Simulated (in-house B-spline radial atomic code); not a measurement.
# Tc¹⁹⁺: excited configurations in jj coupling

Aim: the energies of several excited configurations of Tc¹⁹⁺ above a reference configuration, each from its own self-consistent run.

The numbers are computed with in-house B-spline radial atomic code version 1 (Dirac-Hartree-Fock, average of configuration, Fermi nucleus, basis-set limit), except any that are marked as measured or tabulated.

## (1) Starting point

| Item | Value |
| --- | --- |
| element | technetium (Z = 43) |
| charge | +19 |
| electrons | 24 |
| configuration | 1s2 2s2 2p6 3s2 3p6 3d-4 3d+2 |
| Hamiltonian | Dirac-Coulomb |
| nucleus | Fermi, rms radius 4.411 fm |

In configurations, a minus sign after the shell means j = l − 1/2 and a plus sign j = l + 1/2; the count of electrons follows.

The run's settings:

```ini
Z = 43
electrons = 24.0
configuration = 1s2 2s2 2p6 3s2 3p6 3d-4 3d+2
hamiltonian = dirac
method = hf
spin_polarised = False
nucleus = fermi
rms_radius = 4.411169945885085
mass_number = 97
atomic_mass = 96.90636072
speed_of_light = 137.035999084
```

The reference is known from an earlier run: -4102.958924 hartree in all. Up to eight levels, counted from the top:

```tsv
orbital	occupation	energy (eV)	<r> (bohr)
2s1/2	2	-3714.46	0.1484
2p1/2	2	-3469.96	0.1268
2p3/2	4	-3344.15	0.1311
3s1/2	2	-1116.61	0.3951
3p1/2	2	-1025.68	0.3850
3p3/2	4	-992.11	0.3946
3d3/2	4	-843.76	0.3592
3d5/2	2	-837.18	0.3621
```

## (2) Configuration 1s2 2s2 2p6 3s2 3p6 3d-2 3d+3 6d-1

The run's settings:

```ini
Z = 43
electrons = 24.0
configuration = 1s2 2s2 2p6 3s2 3p6 3d-2 3d+3 6d-1
hamiltonian = dirac
method = hf
spin_polarised = False
nucleus = fermi
rms_radius = 4.411169945885085
mass_number = 97
atomic_mass = 96.90636072
speed_of_light = 137.035999084
```

## (3) Run with 1s2 2s2 2p6 3s2 3p6 3d-4 3d+1 5g+1

Settings: those of step 2 with these lines changed.

```diff
@@ -2,3 +2,3 @@
 electrons = 24.0
-configuration = 1s2 2s2 2p6 3s2 3p6 3d-2 3d+3 6d-1
+configuration = 1s2 2s2 2p6 3s2 3p6 3d-4 3d+1 5g+1
 hamiltonian = dirac
```

## (4) Run with 1s2 2s2 2p6 3s2 3p6 3d+5 7g+1

Settings: those of step 3 with these lines changed.

```diff
@@ -2,3 +2,3 @@
 electrons = 24.0
-configuration = 1s2 2s2 2p6 3s2 3p6 3d-4 3d+1 5g+1
+configuration = 1s2 2s2 2p6 3s2 3p6 3d+5 7g+1
 hamiltonian = dirac
```

## (5) 1s2 2s2 2p6 3s2 3p6 3d-4 3d+1 4f+1

Settings: those of step 4 with these lines changed.

```diff
@@ -2,3 +2,3 @@
 electrons = 24.0
-configuration = 1s2 2s2 2p6 3s2 3p6 3d+5 7g+1
+configuration = 1s2 2s2 2p6 3s2 3p6 3d-4 3d+1 4f+1
 hamiltonian = dirac
```

## (6) 1s2 2s2 2p6 3s2 3p6 3d-1 3d+4 6p+1

Settings: those of step 5 with these lines changed.

```diff
@@ -2,3 +2,3 @@
 electrons = 24.0
-configuration = 1s2 2s2 2p6 3s2 3p6 3d-4 3d+1 4f+1
+configuration = 1s2 2s2 2p6 3s2 3p6 3d-1 3d+4 6p+1
 hamiltonian = dirac
```

## (7) Configuration 1s2 2s2 2p6 3s2 3p6 3d-2 3d+4

Settings: those of step 6 with these lines changed.

```diff
@@ -2,3 +2,3 @@
 electrons = 24.0
-configuration = 1s2 2s2 2p6 3s2 3p6 3d-1 3d+4 6p+1
+configuration = 1s2 2s2 2p6 3s2 3p6 3d-2 3d+4
 hamiltonian = dirac
```

## (8) 1s2 2s2 2p6 3s2 3p6 3d-1 3d+5

Settings: those of step 7 with these lines changed.

```diff
@@ -2,3 +2,3 @@
 electrons = 24.0
-configuration = 1s2 2s2 2p6 3s2 3p6 3d-2 3d+4
+configuration = 1s2 2s2 2p6 3s2 3p6 3d-1 3d+5
 hamiltonian = dirac
```

## (9) Configuration 1s2 2s2 2p6 3s2 3p6 3d+6

Settings: those of step 8 with these lines changed.

```diff
@@ -2,3 +2,3 @@
 electrons = 24.0
-configuration = 1s2 2s2 2p6 3s2 3p6 3d-1 3d+5
+configuration = 1s2 2s2 2p6 3s2 3p6 3d+6
 hamiltonian = dirac
```

**Question.** How far above the reference does each configuration lie (order and size, in eV)?

As calculated:

| net move | configuration | energy above the reference (eV) | with Breit, QED, recoil (eV) | largest <r> (bohr) |
| --- | --- | --- | --- | --- |
| 2×3d3/2 → 2×3d5/2 | 1s2 2s2 2p6 3s2 3p6 3d-2 3d+4 | 10.475 | 10.069 | 0.395 |
| 3×3d3/2 → 3×3d5/2 | 1s2 2s2 2p6 3s2 3p6 3d-1 3d+5 | 13.868 | 13.356 | 0.395 |
| 4×3d3/2 → 4×3d5/2 | 1s2 2s2 2p6 3s2 3p6 3d+6 | 16.030 | 15.478 | 0.395 |
| 3d5/2 → 4f7/2 | 1s2 2s2 2p6 3s2 3p6 3d-4 3d+1 4f+1 | 479.59 | 479.50 | 0.830 |
| 3d5/2 → 5g9/2 | 1s2 2s2 2p6 3s2 3p6 3d-4 3d+1 5g+1 | 616.05 | 615.98 | 1.37 |
| 3×3d3/2 → 2×3d5/2, 6p3/2 | 1s2 2s2 2p6 3s2 3p6 3d-1 3d+4 6p+1 | 666.78 | 666.14 | 2.19 |
| 2×3d3/2 → 3d5/2, 6d3/2 | 1s2 2s2 2p6 3s2 3p6 3d-2 3d+3 6d-1 | 676.30 | 675.77 | 2.26 |
| 4×3d3/2 → 3×3d5/2, 7g9/2 | 1s2 2s2 2p6 3s2 3p6 3d+5 7g+1 | 741.41 | 740.65 | 3.15 |

What this shows: The energies run from 10.475 eV (2×3d3/2 → 2×3d5/2) to 741.41 eV (4×3d3/2 → 3×3d5/2, 7g9/2). Two partly filled shells share a symmetry and can mix in the average, which may lower the energy, for: 2×3d3/2 → 3d5/2, 6d3/2. These are averages over configurations, without correlation, not spectroscopic levels.
